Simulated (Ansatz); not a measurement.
Something may be wrong with this Ansatz 0.2.0 calculation of Tl3S.

input.yaml

```yaml
crystal:
  lattice:
    - [-4.44268937, 4.44268937, 9.71848528]
    - [4.44268937, -4.44268937, 9.71848528]
    - [4.44268937, 4.44268937, -9.71848528]
  atoms:
    - { symbol: Tl, position: [0.5, 0.5, 0.0] }
    - { symbol: Tl, position: [0.25, 0.75, 0.5] }
    - { symbol: Tl, position: [0.75, 0.25, 0.5] }
    - { symbol: S, position: [0.0, 0.0, 0.0] }
hamiltonian:
  xc: pbe
  pseudopotentials: { kind: paw }
kpoints:
  mp_grid: { grid: [8, 8, 8] }
scf:
  occupations: { method: fermi_dirac, width: 0.05 }
  max_iter: 60
output:
  forces: true
  stress: true
  eigenvalues: true
relax:
  f_tol: 0.01
  max_steps: 40
  cell: { stress_tol: 0.05 }
```

Potentials or basis: Ansatz PAW.

The run is started by

```console
$ ansatz run input.yaml --threads 2 --pin off --max-ram 5632MiB --backend cpu --events-out ev --progress --plain --runs-dir out
```

Output:

```text
Warning: RAYON_NUM_THREADS=2 ignored (pool sized by the plan → 2); use --threads N
The last accepted step is kept in <dir> (removed where the run ends without a failure and the disk answers)
Engine: ansatz 0.2.0, aarch64-unknown-linux-gnu
Pseudopotentials: kind: paw
Pseudopotential: Tl, paw, valence charge 13, recommended cutoff 420 eV (normal), Tl.paw.azcp
Pseudopotential: S, paw, valence charge 6, recommended cutoff 420 eV (normal), S.paw.azcp
Functional definition: PBE
  parameter kappa = 0.804
  parameter beta = 0.06672455060314922
  exchange = pbe_x(kappa = kappa, mu = beta*pi^2/3)
[... 38 lines left out ...]
SCF iter  22: F=—  HF=-35227.143239 eV  |F-HF|=—  |Δ(HF+E_count)|=   2.14e-3  Δρ=9.83e-4  dr2=4.93e-2  ethr=2.28e-5  ⟨swp⟩=1.0  Hψ=1853  notcnv=0
SCF iter  23: F=—  HF=-35227.142489 eV  |F-HF|=—  |Δ(HF+E_count)|=   7.50e-4  Δρ=3.06e-4  dr2=4.84e-3  ethr=2.28e-5  ⟨swp⟩=1.0  Hψ=1861  notcnv=0
SCF iter  24: F=—  HF=-35227.142414 eV  |F-HF|=—  |Δ(HF+E_count)|=   7.52e-5  Δρ=5.26e-5  dr2=1.43e-4  ethr=1.08e-5  ⟨swp⟩=1.0  Hψ=1893  notcnv=0
SCF iter  25: F=—  HF=-35227.142413 eV  |F-HF|=—  |Δ(HF+E_count)|=   7.24e-7  Δρ=2.60e-5  dr2=2.36e-5  ethr=3.18e-7  ⟨swp⟩=1.0  Hψ=1837  notcnv=0
SCF iter  26: F=—  HF=-35227.142423 eV  |F-HF|=—  |Δ(HF+E_count)|=   1.03e-5  Δρ=1.32e-5  dr2=7.35e-6  ethr=5.24e-8  ⟨swp⟩=1.1  Hψ=1842  notcnv=0
SCF iter  27: F=—  HF=-35227.142423 eV  |F-HF|=—  |Δ(HF+E_count)|=   5.10e-8  Δρ=7.04e-6  dr2=1.78e-6  ethr=1.63e-8  ⟨swp⟩=1.0  Hψ=1833  notcnv=0
SCF iter  28: F=-35227.142423 eV  HF=-35227.142423 eV  |F-HF|=7.38e-9  |Δ(HF+E_count)|=   1.83e-8  Δρ=8.16e-7  dr2=2.75e-8  ethr=2.22e-10  ⟨swp⟩=4.3  Hψ=6612  notcnv=0
SCF 1 converged in 28 iterations: F = -35227.142423 eV  dr2 = 2.75e-8
  greatest PAW one-centre occupation: 0.967 electrons in one spin orbital (limit 2), on the Tl atom at site 0 (counted from 0), in its partial waves of l = 2
relax step   1: F+E_penalty+E_count = -35227.14242339 eV  Δ(F+E_penalty+E_count) = +0.000e0 eV  max|allowed force component| = 2.711e-18 eV/Å  Δτ_max = 0.0000 Å  P = -0.521 GPa  Ω = 767.274 Å³  (28 SCF iters, dr2 threshold 1.00e-7 eV, accepted)
Crystal: 4 atoms, lattice volume = 742.534 Å³
Basis set: ecut = 420 eV, 14509 PW (Γ), exchange–correlation on 160×160×160 points (8 copies of the dense FFT grid, shifted against one another)
Bands: 31, of which v1, the nominal top of the filled ones, is band 23 counted from 1 (22 counted from 0)
Initial density: handed on by an earlier stage of this run
Initial wavefunctions: those handed on with the density
```

Question: How did it end, and where is the flaw?

Answer: The calculation hadn't finished when its time ran out. The input holds a flaw that was put in on purpose: a lattice typed in bohr.
